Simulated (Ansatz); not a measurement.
# LuZn: the cost of one run

All numbers are computed with Ansatz 0.2.0 through its Python package. Level of theory: DFT r2SCAN, plane waves, PAW.

## Step 1: Starting point

The structure is cubic, space group Pm-3m (No. 221). Conventional cell: a = 3.491 Å, b = 3.491 Å, c = 3.491 Å, α = 90.00°, β = 90.00°, γ = 90.00°. Lu (site symmetry m-3m) is surrounded by 8 Zn at 3.02 Å. Zn (site symmetry m-3m) is surrounded by 8 Lu at 3.02 Å.

No structure file is read: the coordinates are typed or built in the script.

## Step 2: The code

smear.py reads:

```python
import warnings

import ansatz as az
import matplotlib.pyplot as plt
import numpy as np

warnings.simplefilter("ignore", az.DeckWarning)

vectors = np.array([
    [3.491, 0.0, 0.0],
    [0.0, 3.491, 0.0],
    [0.0, 0.0, 3.491],
])
crystal = (
    az.Lattice.of(vectors)
    .atom("Lu", (0.0, 0.0, 0.0))
    .atom("Zn", (0.5, 0.5, 0.5))
)

setup = (
    crystal.calculation()
    .kpoints(8)
    .scf(tolerance=1e-06, max_iterations=60)
    .functional("r2SCAN")
    .stress()
)

rows = []
for value in [0.25, 0.15, 0.1, 0.05, 0.025]:
    summary = setup.occupations("methfessel_paxton", width=value).run(threads=1, pin="off").report
    rows.append((value, summary["free_energy_ev"] / len(summary["lattice"]["sites"]), summary["n_iterations"], sum(summary["stress_gpa"][i][i] for i in range(3)) / 3, summary["n_kpoints"]))

print("  width (eV)   F/atom (eV)    iterations       P (GPa)      k-points")
for row in rows:
    print(f"{str(row[0]):>12s}  {row[1]:12.5f}  {row[2]:12d}  {row[3]:12.3f}  {row[4]:12d}")

for row in rows[:-1]:
    shift = 1000 * (row[1] - rows[-1][1])
    print(f"{row[0]}: {shift:+.2f} meV/atom" + ("  (within 2 meV)" if abs(shift) < 2 else ""))
plt.figure(figsize=(4.5, 3))
plt.plot([str(row[0]) for row in rows], [1000 * (row[1] - rows[-1][1]) for row in rows], "o-")
plt.xlabel("width (eV)")
plt.ylabel("F - F(last) (meV/atom)")
plt.tight_layout()
plt.savefig("smear.png", dpi=100)
```

## Step 3: The input behind the calls

The engine receives this input (first run):

```yaml
crystal:
  lattice:
    - [3.491, 0.0, 0.0]
    - [0.0, 3.491, 0.0]
    - [0.0, 0.0, 3.491]
  atoms:
    - { symbol: Lu, position: [0.0, 0.0, 0.0] }
    - { symbol: Zn, position: [0.5, 0.5, 0.5] }
kpoints:
  mp_grid:
    grid: [8, 8, 8]
hamiltonian:
  xc: r2scan
scf:
  max_iter: 60
  convergence:
    dr2_threshold: 1.0e-06
  occupations:
    method: methfessel_paxton
    width: 0.25
output:
  stress: true
```

## Step 4: Running it

Launch:

```sh
python smear.py
```

**Question.** How long does this script take on 1 thread of Arm Neoverse V1, shared host, and how much memory does it need?

About 35 s, with a peak of 0.54 GiB.
